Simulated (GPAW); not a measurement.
CuI:

```
Cu I
1.0
     0.00000    3.03150    3.03150
     3.03150    0.00000    3.03150
     3.03150    3.03150    0.00000
Cu I
1 1
Direct
  0.75000 0.75000 0.75000
  0.00000 0.00000 0.00000
```

Base run:

```yaml
Program: GPAW 26.7.0
Functional: GLLB-SC
Potentials_or_basis: the program's PAW data sets (release 1.2.1) made for this functional
Cutoff: 600 eV
Basis: pw
k_mesh: 7 × 7 × 7
Occupations: fermi-dirac, width 0.05 eV
Spin: no spin polarisation
```

Its results: band gap on the k mesh, kohn-sham part alone 1.78 eV, direct.

Problem. The run is repeated on the same cell with these changes: functional from GLLB-SC to LDA. What comes out?

Solution. Band gap on the k mesh 0.96 eV, direct.

Caveats: spin-orbit coupling is left out, which moves the levels of the heavy elements; a model potential gives levels but no total energy (some runs); an odd mesh through Γ misses points on the zone boundary, where band edges often lie (some runs).

Not every run made on this cell is shown here.
